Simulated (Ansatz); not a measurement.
# FH₂OSSi radical: one species, many methods

The task here is to estimate one member of a computed series from the others.

Computed with Ansatz 0.2.0, Gaussian basis. Level: functionals in def2-TZVPP, the program's frozen cores in correlated methods.

Levels to be run: LDA (SPW92), PBE-D4, revPBE-D4, BLYP-D4, r2SCAN-D4, B97M-V, PBE0-D4, B3LYP-D4, r2SCANh-D4, r2SCAN0-D4, HSE06-D4, BHLYP-D4, CAM-B3LYP-D4, LC-ωPBE, ωB97X-V, ωB97M-V, B2PLYP, PBE-QIDH; CCSD(T)/def2-SVP; CCSD(T)/def2-TZVPP; CCSD(T)/def2-QZVPP; extrapolation to the limit; RPA on PBE.

## Structure used throughout

All runs share one geometry, relaxed beforehand with PBE0-D4 in a triple-zeta def2 set.

SMILES `O[SiH](F)[S]`, 6 atoms, charge 0, spin multiplicity 2.

Atoms are counted from 1 here; the program's logs count them from 0.

Bond lengths: O1–Si2 1.625 Å, O1–H5 0.960 Å, Si2–F3 1.592 Å, Si2–S4 2.123 Å, Si2–H6 1.470 Å. Angles: Si2–O1–H5 118.3°, O1–Si2–F3 112.7°, O1–Si2–S4 109.7°, O1–Si2–H6 106.2°, F3–Si2–S4 105.0°, F3–Si2–H6 107.9°, S4–Si2–H6 115.5°.

Set-up of the first run:

in.yaml reads:

```yaml
crystal:
  periodic: [false, false, false]
  atoms:
    - {symbol: O, position_ang: [-0.201903, 0.411179, -1.237751]}
    - {symbol: Si, position_ang: [-0.177437, 0.029599, 0.341705]}
    - {symbol: F, position_ang: [0.803051, 0.959706, 1.183293]}
    - {symbol: S, position_ang: [0.582359, -1.937052, 0.591917]}
    - {symbol: H, position_ang: [0.579731, 0.224572, -1.762508]}
    - {symbol: H, position_ang: [-1.543702, 0.248097, 0.837344]}
basis:
  gaussian: {orbitals: def2-TZVPP}
magnetization: {spin_polarized: true, initial_magnetization: 1}
hamiltonian: {xc: lda}
output: {orbitals: {seedname: orbitals}}
```

Run with:

```sh
> ansatz run in.yaml --threads 2 --pin off --events-out ev --progress --plain --max-ram 32768MiB --backend cpu
```

Among the steps run: LDA; PBE-D4 (GGA); revPBE-D4 (GGA); BLYP-D4 (GGA); r2SCAN-D4 (meta-GGA); B97M-V (meta-GGA); B3LYP-D4 (hybrid); r2SCANh-D4 (hybrid); r2SCAN0-D4 (hybrid); HSE06-D4 (hybrid); BHLYP-D4 (hybrid); CAM-B3LYP-D4 (range-separated); LC-ωPBE (range-separated); ωB97X-V (range-separated); ωB97M-V (range-separated); B2PLYP (double hybrid); PBE-QIDH (double hybrid).

One table of the session follows, with a row left open; its other results are not shown here.

It belongs to the step «Orbital energies across the functionals». 

| functional | HOMO (eV) | LUMO (eV) | gap (eV) |
| --- | --- | --- | --- |
| LDA (SPW92) | -6.63 | -6.54 | 0.08 |
| PBE-D4 | -6.53 | -6.05 | 0.47 |
| revPBE-D4 | -6.48 | -5.93 | 0.55 |
| BLYP-D4 | -6.37 | -6.00 | 0.37 |
| r2SCAN-D4 | -6.85 | -5.69 | 1.16 |
| B97M-V | -6.90 | -5.89 | 1.02 |
| PBE0-D4 | -7.83 | -4.92 | 2.91 |
| B3LYP-D4 | -7.58 | -5.30 | 2.28 |
| r2SCANh-D4 | -7.32 | -5.27 | 2.05 |
| r2SCAN0-D4 | -8.03 | -4.65 | 3.39 |
| HSE06-D4 | -7.43 | -5.31 | 2.11 |
| BHLYP-D4 | -8.97 | -3.77 | 5.20 |
| CAM-B3LYP-D4 | ? | ? | ? |
| LC-ωPBE | -10.64 | -2.29 | 8.35 |
| ωB97X-V | -10.25 | -2.79 | 7.45 |
| ωB97M-V | -10.03 | -2.90 | 7.13 |

Q: Estimate the row for CAM-B3LYP-D4 from the others.

**Answer.** HOMO (eV): -9.19; LUMO (eV): -3.78; gap (eV): 5.41. In the column «HOMO (eV)» it lies between ωB97M-V (-10.03) and BHLYP-D4 (-8.97).
